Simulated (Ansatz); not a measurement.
**CH₂Ga (quartet): RPA-PBE over vertical spin and charge gaps, cc-pVTZ**

How well do these functionals follow the top wave-function level for CH₂Ga (quartet) over vertical spin and charge gaps?

The runs use Ansatz 0.2.0, Gaussian basis; cc-pVTZ, all electrons in the functionals, frozen cores in the correlation of double hybrids and RPA.

Plan: RPA-PBE, at charge 0, quartet; charge 0, doublet; charge 0, sextet; charge 1, triplet; charge 1, quintet.

12 further runs of the same task are left out: 7 for a known fault of the program, 5 set aside as unsound or not needed.

### 1 What is computed

The geometry is a PBE0/def2-TZVP stationary point (not a proven minimum). No spin-orbit coupling is included. The filled d shell of Ga may be among the frozen orbitals whatever the setting's name suggests; the logs give the count.

4 atoms, charge 0, spin multiplicity 4.

Atoms are counted from 1 here; the program's logs count them from 0.

Bond lengths: C1–Ga2 1.979 Å, C1–H3 1.085 Å, C1–H4 1.085 Å. Angles: Ga2–C1–H3 120.7°, Ga2–C1–H4 120.7°, H3–C1–H4 118.7°.

No dispersion term is added.

The geometry shown and the zero of energy belong to the point charge 0, quartet. The yardstick, UCCSD(T), and other wave-function levels (R restricted, U unrestricted, valence and pair active spaces) come from earlier runs.

### 2 RPA-PBE, charge 0, quartet

in.yaml reads:

```yaml
crystal:
  periodic: [false, false, false]
  atoms:
    - {symbol: C, position_ang: [0.000000, 0.000000, 1.634303]}
    - {symbol: Ga, position_ang: [0.000000, 0.000000, -0.344779]}
    - {symbol: H, position_ang: [0.000000, 0.933392, 2.187576]}
    - {symbol: H, position_ang: [0.000000, -0.933392, 2.187576]}
basis:
  gaussian: {orbitals: cc-pVTZ}
magnetization: {spin_polarized: true, initial_magnetization: 3}
hamiltonian: {xc: {name: PBE}}
correlation: {method: rpa, electrons: outside_noble_gas}
```

Started as:

```sh
> ansatz run in.yaml --threads 2 --pin off --events-out ev --progress --plain --max-ram 24576MiB --backend cuda --devices 0, --max-vram 18GiB
```

The program printed:

```text
Functional definition: PBE
  name "PBE"
  cite "Perdew, Burke & Ernzerhof, Phys. Rev. Lett. 77, 3865 (1996) doi:10.1103/PhysRevLett.77.3865"
  parent pbe
  parameter kappa = 0.804
  parameter beta = 0.06672455060314922
  exchange = pbe_x(kappa = kappa, mu = beta*pi^2/3)
  correlation = pbe_c(beta = beta)
612 factors; integrals over basis functions are off by at most 1.2e-3 eV
mean field evaluation 1: about -53427.9958 eV, gradient 3.8e1 eV
mean field evaluation 2: about -53427.9954 eV, gradient 3.8e1 eV
mean field evaluation 4: about -53433.8106 eV, gradient 1.1e1 eV
mean field evaluation 8: about -53434.8704 eV, gradient 3.2e-1 eV
mean field evaluation 16: about -53434.8709 eV, gradient 2.3e-5 eV
mean field evaluation 32: about -53434.8117 eV, gradient 2.2e0 eV
mean field evaluation 64: about -53424.6507 eV, gradient 2.4e1 eV
mean field -53434.87093412 eV, -1963.6952873725 hartree, gradient 3.9e-6 eV, S^2 3.754752; 7 other end points of the search recorded, 0 dependent functions left out
15 core orbitals not correlated: weight in the atoms' cores, before any rotation towards them, 0.970 or more for the frozen orbitals, at most 0.033 for the correlated occupied ones
reference -53393.78183961 eV, -1962.1852910006 hartree; 6, 3 occupied and 80, 83 virtual orbitals, 612 factors
Total energy: -53403.46733724 eV, -1962.5412264731 hartree
```

It took 7.5 s on 1 × H100 (card shared with other runs) with 2 threads of AMD EPYC 7R13, shared host; peak host memory 0.84 GiB.

From the report: ⟨S²⟩ of the determinant 3.755 (pure quartet: 3.75).

### 3 RPA-PBE, charge 0, doublet

Edit in.yaml of step 2 so:

```diff
@@ -9,3 +9,3 @@
   gaussian: {orbitals: cc-pVTZ}
-magnetization: {spin_polarized: true, initial_magnetization: 3}
+magnetization: {spin_polarized: true, initial_magnetization: 1}
 hamiltonian: {xc: {name: PBE}}
```

Launched as before.

The program printed:

```text
Functional definition: PBE
  name "PBE"
  cite "Perdew, Burke & Ernzerhof, Phys. Rev. Lett. 77, 3865 (1996) doi:10.1103/PhysRevLett.77.3865"
  parent pbe
  parameter kappa = 0.804
  parameter beta = 0.06672455060314922
  exchange = pbe_x(kappa = kappa, mu = beta*pi^2/3)
  correlation = pbe_c(beta = beta)
612 factors; integrals over basis functions are off by at most 1.2e-3 eV
mean field evaluation 1: about -53417.1842 eV, gradient 5.9e1 eV
mean field evaluation 2: about -53417.1854 eV, gradient 5.9e1 eV
mean field evaluation 4: about -53432.0399 eV, gradient 1.9e1 eV
mean field evaluation 8: about -53437.0926 eV, gradient 1.4e0 eV
mean field evaluation 16: about -53437.1059 eV, gradient 8.6e-5 eV
mean field evaluation 32: about -53436.2864 eV, gradient 9.4e-7 eV
mean field evaluation 64: about -53437.1016 eV, gradient 1.9e-1 eV
mean field -53437.10588137 eV, -1963.7774201692 hartree, gradient 9.7e-7 eV, S^2 0.753707; 5 other end points of the search recorded, 0 dependent functions left out
15 core orbitals not correlated: weight in the atoms' cores, before any rotation towards them, 0.971 or more for the frozen orbitals, at most 0.024 for the correlated occupied ones
reference -53395.33162419 eV, -1962.2422445333 hartree; 5, 4 occupied and 81, 82 virtual orbitals, 612 factors
Total energy: -53405.64031253 eV, -1962.6210818423 hartree
```

It took 12 s on 1 × H100 (card shared with other runs) with 2 threads of AMD EPYC 7R13, shared host; peak host memory 0.85 GiB.

From the report: ⟨S²⟩ of the determinant 0.754 (pure doublet: 0.75).

From charge 0, quartet: -2.173 eV.

### 4 RPA-PBE, charge 0, sextet

Edit in.yaml of step 3 so:

```diff
@@ -9,3 +9,3 @@
   gaussian: {orbitals: cc-pVTZ}
-magnetization: {spin_polarized: true, initial_magnetization: 1}
+magnetization: {spin_polarized: true, initial_magnetization: 5}
 hamiltonian: {xc: {name: PBE}}
```

The command is unchanged.

The program printed:

```text
Functional definition: PBE
  name "PBE"
  cite "Perdew, Burke & Ernzerhof, Phys. Rev. Lett. 77, 3865 (1996) doi:10.1103/PhysRevLett.77.3865"
  parent pbe
  parameter kappa = 0.804
  parameter beta = 0.06672455060314922
  exchange = pbe_x(kappa = kappa, mu = beta*pi^2/3)
  correlation = pbe_c(beta = beta)
612 factors; integrals over basis functions are off by at most 1.2e-3 eV
mean field evaluation 1: about -53425.3104 eV, gradient 2.6e1 eV
mean field evaluation 2: about -53425.3106 eV, gradient 2.6e1 eV
mean field evaluation 4: about -53427.9070 eV, gradient 1.7e0 eV
mean field evaluation 8: about -53427.9239 eV, gradient 6.4e-2 eV
mean field evaluation 16: about -53427.9239 eV, gradient 1.9e-6 eV
mean field -53427.92391003 eV, -1963.4399889462 hartree, gradient 1.9e-6 eV, S^2 8.755520; 0 other end points of the search recorded, 0 dependent functions left out
15 core orbitals not correlated: weight in the atoms' cores, before any rotation towards them, 0.874 or more for the frozen orbitals, at most 0.115 for the correlated occupied ones
reference -53388.71157583 eV, -1961.9989622434 hartree; 7, 2 occupied and 79, 84 virtual orbitals, 612 factors
Total energy: -53397.06234646 eV, -1962.3058474037 hartree
```

It took 6.5 s on 1 × H100 (card shared with other runs) with 2 threads of AMD EPYC 7R13, shared host; peak host memory 0.85 GiB.

From the report: ⟨S²⟩ of the determinant 8.756 (pure sextet: 8.75).

From charge 0, quartet: +6.405 eV.

### 5 RPA-PBE, charge 1, triplet

Edit in.yaml of step 4 so:

```diff
@@ -9,3 +9,4 @@
   gaussian: {orbitals: cc-pVTZ}
-magnetization: {spin_polarized: true, initial_magnetization: 5}
+total_charge: 1
+magnetization: {spin_polarized: true, initial_magnetization: 2}
 hamiltonian: {xc: {name: PBE}}
```

Same command.

The program printed:

```text
Functional definition: PBE
  name "PBE"
  cite "Perdew, Burke & Ernzerhof, Phys. Rev. Lett. 77, 3865 (1996) doi:10.1103/PhysRevLett.77.3865"
  parent pbe
  parameter kappa = 0.804
  parameter beta = 0.06672455060314922
  exchange = pbe_x(kappa = kappa, mu = beta*pi^2/3)
  correlation = pbe_c(beta = beta)
612 factors; integrals over basis functions are off by at most 1.2e-3 eV
mean field evaluation 1: about -53411.2962 eV, gradient 5.8e1 eV
mean field evaluation 2: about -53411.2962 eV, gradient 5.8e1 eV
mean field evaluation 4: about -53426.0525 eV, gradient 1.7e1 eV
mean field evaluation 8: about -53429.0795 eV, gradient 1.8e-1 eV
mean field evaluation 16: about -53429.0790 eV, gradient 5.2e-5 eV
mean field evaluation 32: about -53415.3514 eV, gradient 2.7e1 eV
mean field -53429.07896508 eV, -1963.4824364361 hartree, gradient 1.6e-6 eV, S^2 2.006559; 0 other end points of the search recorded, 0 dependent functions left out
15 core orbitals not correlated: weight in the atoms' cores, before any rotation towards them, 0.990 or more for the frozen orbitals, at most 0.015 for the correlated occupied ones
reference -53388.34804799 eV, -1961.9856028417 hartree; 5, 3 occupied and 81, 83 virtual orbitals, 612 factors
Total energy: -53397.40557909 eV, -1962.3184609702 hartree
```

Run time: 3.8 s. Hardware: 1 × H100 (card shared with other runs) with 2 threads of AMD EPYC 7R13, shared host; peak host memory 0.85 GiB.

From the report: ⟨S²⟩ of the determinant 2.007 (pure triplet: 2.00).

From charge 0, quartet: +6.062 eV.

### 6 RPA-PBE, charge 1, quintet

Edit in.yaml of step 5 so:

```diff
@@ -10,3 +10,3 @@
 total_charge: 1
-magnetization: {spin_polarized: true, initial_magnetization: 2}
+magnetization: {spin_polarized: true, initial_magnetization: 4}
 hamiltonian: {xc: {name: PBE}}
```

Same command.

The program printed:

```text
Functional definition: PBE
  name "PBE"
  cite "Perdew, Burke & Ernzerhof, Phys. Rev. Lett. 77, 3865 (1996) doi:10.1103/PhysRevLett.77.3865"
  parent pbe
  parameter kappa = 0.804
  parameter beta = 0.06672455060314922
  exchange = pbe_x(kappa = kappa, mu = beta*pi^2/3)
  correlation = pbe_c(beta = beta)
612 factors; integrals over basis functions are off by at most 1.2e-3 eV
mean field evaluation 1: about -53411.4632 eV, gradient 4.6e1 eV
mean field evaluation 2: about -53411.4614 eV, gradient 4.6e1 eV
mean field evaluation 4: about -53420.7472 eV, gradient 1.2e1 eV
mean field evaluation 8: about -53422.1344 eV, gradient 3.7e-1 eV
mean field evaluation 16: about -53422.1345 eV, gradient 4.1e-5 eV
mean field evaluation 32: about -53421.5464 eV, gradient 5.1e-2 eV
mean field evaluation 64: about -53419.7924 eV, gradient 4.1e-1 eV
mean field evaluation 96: about -53421.0689 eV, gradient 2.4e0 eV
mean field evaluation 128: about -53419.3976 eV, gradient 5.1e0 eV
mean field -53422.13446650 eV, -1963.2272308204 hartree, gradient 1.6e-6 eV, S^2 6.004633; 13 other end points of the search recorded, 0 dependent functions left out
15 core orbitals not correlated: weight in the atoms' cores, before any rotation towards them, 0.958 or more for the frozen orbitals, at most 0.039 for the correlated occupied ones
reference -53383.09080513 eV, -1961.7924027300 hartree; 6, 2 occupied and 80, 84 virtual orbitals, 612 factors
Total energy: -53391.12574615 eV, -1962.0876813662 hartree
```

Run time: 25 s. Hardware: 1 × H100 (card shared with other runs) with 2 threads of AMD EPYC 7R13, shared host; peak host memory 0.85 GiB.

From the report: ⟨S²⟩ of the determinant 6.005 (pure quintet: 6.00).

From charge 0, quartet: +12.342 eV.

### 7 The comparison

No level is safe as a reference over these points; UCCSD(T) serves as a yardstick only. It comes from earlier runs at the same points. Energies in eV, counted from charge 0, quartet; blanks weren't run or aren't comparable.

| level | quartet to doublet | quartet to sextet | ionisation to the triplet cation | ionisation to the quintet cation |
| --- | --- | --- | --- | --- |
| UCCSD(T) | -2.141 | 6.346 | 5.801 | 12.169 |
| RPA-PBE | -2.173 | 6.405 | 6.062 | 12.342 |

Largest miss and mean time a point (UCCSD(T) took 16 s a point; shared hosts):

| level | largest miss (eV) | where | time a point |
| --- | --- | --- | --- |
| RPA-PBE | +0.261 | ionisation to the triplet cation | 11 s |

### 8 Outcome

| quantity | value |
| --- | --- |
| quartet to doublet, UCCSD(T) | -2.141 eV |
| quartet to sextet, UCCSD(T) | 6.346 eV |
| ionisation to the triplet cation, UCCSD(T) | 5.801 eV |
| ionisation to the quintet cation, UCCSD(T) | 12.169 eV |
| largest miss, RPA-PBE | +0.261 eV (ionisation to the triplet cation) |

In words: RPA-PBE strays by up to 0.261 eV, at ionisation to the triplet cation. Functionals and the yardstick converge differently with the basis, so part of each miss in cc-pVTZ is the basis. The yardstick itself may be off where one determinant is a poor start.
